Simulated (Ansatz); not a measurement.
# CuPtC6N6: the cost of one run

Computed with Ansatz 0.2.0 (DFT PBE, scalar-relativistic, plane waves, PAW, unless a step's input says otherwise).

### 1 The system as given

It takes space group Fm-3m (No. 225, cubic). Conventional cell: a = 10.189 Å, b = 10.189 Å, c = 10.189 Å, α = 90.00°, β = 90.00°, γ = 90.00°. Around Cu (site symmetry m-3m) lie 6 N at 2.01 Å. Pt (site symmetry m-3m) is surrounded by 6 C at 1.92 Å. Around C (site symmetry 4mm) lie 1 N at 1.17 Å and 1 Pt at 1.92 Å. N (site symmetry 4mm) is surrounded by 1 C at 1.17 Å and 1 Cu at 2.01 Å.

As a file:

```
Cu Pt C N
1.0
     0.00000    5.09450    5.09450
     5.09450    0.00000    5.09450
     5.09450    5.09450    0.00000
Cu Pt C N
1 1 6 6
Cartesian
  5.0945 5.0945 5.0945
  0.0000 0.0000 0.0000
  1.9170 5.0945 5.0945
  5.0945 1.9170 5.0945
  5.0945 5.0945 1.9170
  8.2720 5.0945 5.0945
  5.0945 8.2720 5.0945
  5.0945 5.0945 8.2720
  3.0870 5.0945 5.0945
  5.0945 3.0870 5.0945
  5.0945 5.0945 3.0870
  7.1020 5.0945 5.0945
  5.0945 7.1020 5.0945
  5.0945 5.0945 7.1020
```

The cell is invented: cyanide-bridged rock-salt net of two metals, 0 guest cations a cell (Fm-3m, No. 225). Its size is a rough estimate.

### 2 Probe: one point on a coarse mesh

input.yaml

```yaml
crystal:
  lattice:
    - [0.0, 5.0945, 5.0945]
    - [5.0945, 0.0, 5.0945]
    - [5.0945, 5.0945, 0.0]
  atoms:
    - { symbol: Cu, position: [0.5, 0.5, 0.5], spin: 1.0 }
    - { symbol: Pt, position: [0.0, 0.0, 0.0] }
    - { symbol: C, position: [0.81185592, 0.18814408, 0.18814408] }
    - { symbol: C, position: [0.18814408, 0.81185592, 0.18814408] }
    - { symbol: C, position: [0.18814408, 0.18814408, 0.81185592] }
    - { symbol: C, position: [0.18814408, 0.81185592, 0.81185592] }
    - { symbol: C, position: [0.81185592, 0.18814408, 0.81185592] }
    - { symbol: C, position: [0.81185592, 0.81185592, 0.18814408] }
    - { symbol: "N", position: [0.6970262, 0.3029738, 0.3029738] }
    - { symbol: "N", position: [0.3029738, 0.6970262, 0.3029738] }
    - { symbol: "N", position: [0.3029738, 0.3029738, 0.6970262] }
    - { symbol: "N", position: [0.3029738, 0.6970262, 0.6970262] }
    - { symbol: "N", position: [0.6970262, 0.3029738, 0.6970262] }
    - { symbol: "N", position: [0.6970262, 0.6970262, 0.3029738] }
basis:
  ecutwfc: 420
kpoints:
  mp_grid: { grid: [4, 4, 4] }
hamiltonian:
  xc: pbe
scf:
  occupations: { method: gaussian, width: 0.1 }
  lower_state_search: "off"
output:
  forces: true
  stress: true
  eigenvalues: true
  populations: true
magnetization:
  spin_polarized: true
```

Run with:

```
$ ansatz run input.yaml --threads 1 --pin off --max-ram 2560MiB --backend cpu --events-out ev --progress --plain --runs-dir out
```

What time and memory should one allow on 1 thread of Intel Xeon 6975P-C (Granite Rapids), shared host?

About 13 s, with a peak of 0.71 GiB.
